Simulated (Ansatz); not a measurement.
**AlInSb2: a tetragonal deformation path**

An exercise on one series of results from a longer session: the logs are not shown, and one member is left open.

Computed with Ansatz 0.2.0 (DFT r2SCAN, scalar-relativistic, plane waves, PAW, unless a step's input says otherwise).

### Starting point

Symmetry: P-4m2, No. 115, tetragonal system. Conventional cell: a = 4.506 Å, b = 4.506 Å, c = 6.349 Å, α = 90.00°, β = 90.00°, γ = 90.00°. Around Al (site symmetry -4m2) lie 4 Sb at 2.70 Å. In (site symmetry -4m2) has 4 Sb at 2.82 Å in its first shell of neighbours. Sb (site symmetry 2mm) has 2 Al at 2.70 Å and 2 In at 2.82 Å in its first shell of neighbours.

As a file:

```cif
data_structure
_symmetry_space_group_name_H-M 'P 1'
_symmetry_Int_Tables_number 1
_cell_length_a 4.5062
_cell_length_b 4.5062
_cell_length_c 6.3488
_cell_angle_alpha 90.000
_cell_angle_beta 90.000
_cell_angle_gamma 90.000
_cell_volume 128.92
loop_
_atom_site_label
_atom_site_type_symbol
_atom_site_fract_x
_atom_site_fract_y
_atom_site_fract_z
_atom_site_occupancy
Al1 Al 0.00000 0.00000 0.00000 1
In1 In 0.50000 0.50000 0.50000 1
Sb1 Sb 0.00000 0.50000 0.23337 1
Sb2 Sb 0.50000 0.00000 0.76663 1
```

It goes back to an entry of the Materials Project, which need not be the stable form.

No relaxation comes first: the listed cell is the starting point.

### The reference cell

Reference values: F = -19151.4796 eV; pressure -0.10 GPa; largest force 0.020 eV/Å; gap on the mesh 0.94 eV. It was computed beforehand with the settings of the runs below.

The first run:

At fixed volume and fractional coordinates, lengths along (0.000, 0.000, 1.000) are scaled against those across it; ρ is that ratio over its starting value.

The input, input.yaml:

```yaml
crystal:
  lattice:
    - [4.7570111222, 0.0, 0.0]
    - [0.0, 4.7570111222, 0.0]
    - [0.0, 0.0, 5.6969075175]
  atoms:
    - { symbol: Al, position: [0.0, 0.0, 0.0] }
    - { symbol: In, position: [0.5, 0.5, 0.5] }
    - { symbol: Sb, position: [0.0, 0.5, 0.23336537] }
    - { symbol: Sb, position: [0.5, 0.0, 0.76663463] }
basis:
  ecutwfc: 500
kpoints:
  mp_grid: { grid: [8, 8, 6] }
hamiltonian:
  xc: r2scan
scf:
  occupations: { method: gaussian, width: 0.05 }
output:
  forces: true
  stress: true
  eigenvalues: true
```

The run is started by

```sh
$ ansatz run input.yaml --threads 1 --pin off --max-ram 2560MiB --backend cpu --events-out ev --progress --plain --runs-dir out
```

Among the steps run: ρ = 0.850; Point ρ = 1.200; ρ = 0.920; ρ = 1.100; At ρ = 0.960.

One of the session's tables, all rows but one given; the rest of the session is left out.

Collected from the runs (energy zero: the undisturbed cell):

```
    ρ  ΔE (meV/atom)  pressure (GPa)  gap on the mesh (eV)
0.850           56.5            -0.6                  0.50
0.920              ?               ?                     ?
0.960            5.0            -0.1                  0.97
1.000            0.0            -0.1                  0.94
1.100           22.3            -0.2                  0.60
1.200           95.1            -0.4                  0.03
```

**Question.** Estimate the row for ρ = 0.920.

Worked estimate for «ΔE (meV/atom)». A straight line through the neighbours (0.850, 56.5) and (0.960, 5.0) gives 56.5 + (5.0 − 56.5) × (0.920 − 0.850) / (0.960 − 0.850) = 23.7; a parabola fitted to 3 rows on both sides gives 17.3.

As computed: ΔE (meV/atom): 17.5; pressure (GPa): -0.2; gap on the mesh (eV): 0.85. In «ΔE (meV/atom)» the line misses by +6.2 and the parabola by -0.2.
